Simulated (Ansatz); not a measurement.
# TaCl+ (sextet): the correlation ladder, def2-QZVPP

The task here is to estimate one member of a computed series from the others.

Program: Ansatz 0.2.0, Gaussian basis. Level of theory: def2-QZVPP, core rule «outside noble gas», up to 9 orbitals frozen. These are calculated values, not measurements.

Plan: UHF; ROHF; CCSD(T) on UHF.

### What is computed

The geometry is a PBE0/def2-TZVP stationary point (not a proven minimum) of the parent state, kept for this charge and spin. No spin-orbit coupling is included. Elements past krypton take def2 core potentials.

2 atoms, charge 1, spin multiplicity 6.

Atoms are counted from 1 here; the program's logs count them from 0.

Bond lengths: Ta1–Cl2 2.292 Å.

Set-up of the first run:

Contents of in.yaml:

```yaml
crystal:
  periodic: [false, false, false]
  atoms:
    - {symbol: Ta, position_ang: [0.000000, 0.000000, 0.000000]}
    - {symbol: Cl, position_ang: [0.000000, 0.000000, 2.292200]}
basis:
  gaussian: {orbitals: "def2-QZVPP.json"}
total_charge: 1
magnetization: {spin_polarized: true, initial_magnetization: 5}
hamiltonian: {xc: hf}
output: {orbitals: {seedname: orbitals}}
```

On the command line:

```bash
ansatz run in.yaml --threads 1 --pin off --events-out ev --progress --plain --max-ram 4096MiB --backend cpu
```

Steps of the session up to this table: UHF; ROHF; CCSD(T) on UHF.

One table of the session follows, with a row left open; its other results are not shown here.

| method | from UCCSD(T) (kJ/mol) |
| --- | --- |
| ROHF | +721.5 |
| UHF | +689.3 |
| UMP2 | ? |
| UCCSD | +26.2 |
| UCCSD(T) | 0 |

**Question.** Estimate the row for UMP2.

The run gave: from UCCSD(T) (kJ/mol): +98.7. In the column «from UCCSD(T) (kJ/mol)» it lies between UCCSD (+26.2) and UHF (+689.3).
